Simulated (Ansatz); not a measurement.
Runs of Ansatz 0.2.0 on WF. The structure is trigonal, space group R3m (No. 160). Conventional cell: a = 2.732 Å, b = 2.732 Å, c = 15.209 Å, α = 90.00°, β = 90.00°, γ = 120.00°. Around W (site symmetry 3m) lie 1 F at 1.87 Å. F (site symmetry 3m) is surrounded by 1 W at 1.87 Å. The cell was built by a generator and needn't be a form met in nature.

```csv
level,cutoff (eV),gap on the mesh (eV),pressure (GPa),largest force (eV/Å)
r2SCAN,500,none,-3.5,0.32
RPBE,420,none,3.9,0.19
revPBE,420,none,3.0,(b)
PBEsol,420,none,-4.9,(a)
LDA,420,none,-9.0,(c)
```

Alike in all rows: task band structure; potentials or basis Ansatz PAW; no spin polarisation; cell as given; k mesh 11 × 11 × 11; smearing fermi-dirac 0.05 eV.

Problem. Estimate the missing entries.

Solution. (a) 0.45; (b) 0.13; (c) 0.75.

Caveats: spin-orbit coupling is left out, which moves the levels of the heavy elements; an odd number of electrons without spin polarisation forces a metal; a magnetic or distorted state may lie lower; the PAW data sets come from PBE, with cores solved anew for the run's functional, which leaves a small shift of forces and pressure.

A k mesh can miss the band edges, and the runs leave out spin-orbit coupling on W.

A gap of «none» marks a metal or a gap under the smearing width.
